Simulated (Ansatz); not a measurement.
# CH₄BBrO: basis-set convergence

An exercise on one series of results from a longer session: the logs are not shown, and one member is left open.

Method: one geometry, several basis sets; program: Ansatz 0.2.0, Gaussian basis.

Levels to be run: PBE0-D4/def2-SVP; ωB97M-V/def2-SVP; PBE0-D4/def2-QZVPP; ωB97M-V/def2-QZVPP; the functionals' def2-TZVPP values are taken from earlier runs.

### The geometry

All runs share one geometry, relaxed beforehand with PBE0-D4 in a triple-zeta def2 set.

SMILES `OCBBr`, 8 atoms, charge 0, spin multiplicity 1.

Atoms are counted from 1 here; the program's logs count them from 0.

Bond lengths: O1–C2 1.403 Å, O1–H5 0.963 Å, C2–B3 1.547 Å, C2–H6 1.105 Å, C2–H7 1.105 Å, B3–Br4 1.910 Å, B3–H8 1.190 Å. Angles: C2–O1–H5 108.4°, O1–C2–B3 119.9°, O1–C2–H6 110.0°, O1–C2–H7 110.0°, B3–C2–H6 106.1°, B3–C2–H7 106.0°, H6–C2–H7 103.5°, C2–B3–Br4 120.3°, C2–B3–H8 122.4°, Br4–B3–H8 117.3°.

Coordinates:

```xyz
8
charge 0, multiplicity 1
O    -0.0661    1.5167   -0.4355
C     0.5344    0.4039    0.1715
B    -0.1758   -0.9702    0.1379
Br   -1.8667   -1.1592   -0.7301
H    -0.9037    1.2373   -0.8202
H     0.7370    0.6186    1.2362
H     1.5403    0.2381   -0.2550
H     0.2929   -1.9424    0.6395
```

Set-up of the first run:

in.yaml

```yaml
crystal:
  periodic: [false, false, false]
  atoms:
    - {symbol: O, position_ang: [-0.066147, 1.516741, -0.435498]}
    - {symbol: C, position_ang: [0.534413, 0.403892, 0.171489]}
    - {symbol: B, position_ang: [-0.175835, -0.970194, 0.137884]}
    - {symbol: Br, position_ang: [-1.866743, -1.159243, -0.730137]}
    - {symbol: H, position_ang: [-0.903732, 1.237321, -0.820164]}
    - {symbol: H, position_ang: [0.736989, 0.618643, 1.236185]}
    - {symbol: H, position_ang: [1.540257, 0.238143, -0.255039]}
    - {symbol: H, position_ang: [0.292898, -1.942404, 0.639480]}
basis:
  gaussian: {orbitals: def2-SVP}
hamiltonian: {xc: pbe0, dispersion: d4}
output: {orbitals: {seedname: orbitals}}
```

On the command line:

```console
> ansatz run in.yaml --threads 2 --pin off --events-out ev --progress --plain --max-ram 4352MiB
```

Steps of the session up to this table: PBE0-D4 in def2-SVP; ωB97M-V in def2-SVP; PBE0-D4 in def2-QZVPP; ωB97M-V in def2-QZVPP.

One of the session's tables, all rows but one given; the rest of the session is left out.

It belongs to the step «Functionals by basis». 

| functional | basis | HOMO (eV) | LUMO (eV) |
| --- | --- | --- | --- |
| PBE0-D4 | def2-SVP | -7.81 | -1.58 |
| PBE0-D4 | def2-TZVPP | -8.14 | -1.65 |
| PBE0-D4 | def2-QZVPP | -8.20 | -1.67 |
| ωB97M-V | def2-SVP | -10.24 | 0.49 |
| ωB97M-V | def2-TZVPP | ? | ? |
| ωB97M-V | def2-QZVPP | -10.64 | 0.31 |

**Question.** Estimate the row for ωB97M-V, def2-TZVPP.

**Answer.** HOMO (eV): -10.58; LUMO (eV): 0.35. In the column «HOMO (eV)» it lies between ωB97M-V, def2-QZVPP (-10.64) and ωB97M-V, def2-SVP (-10.24).
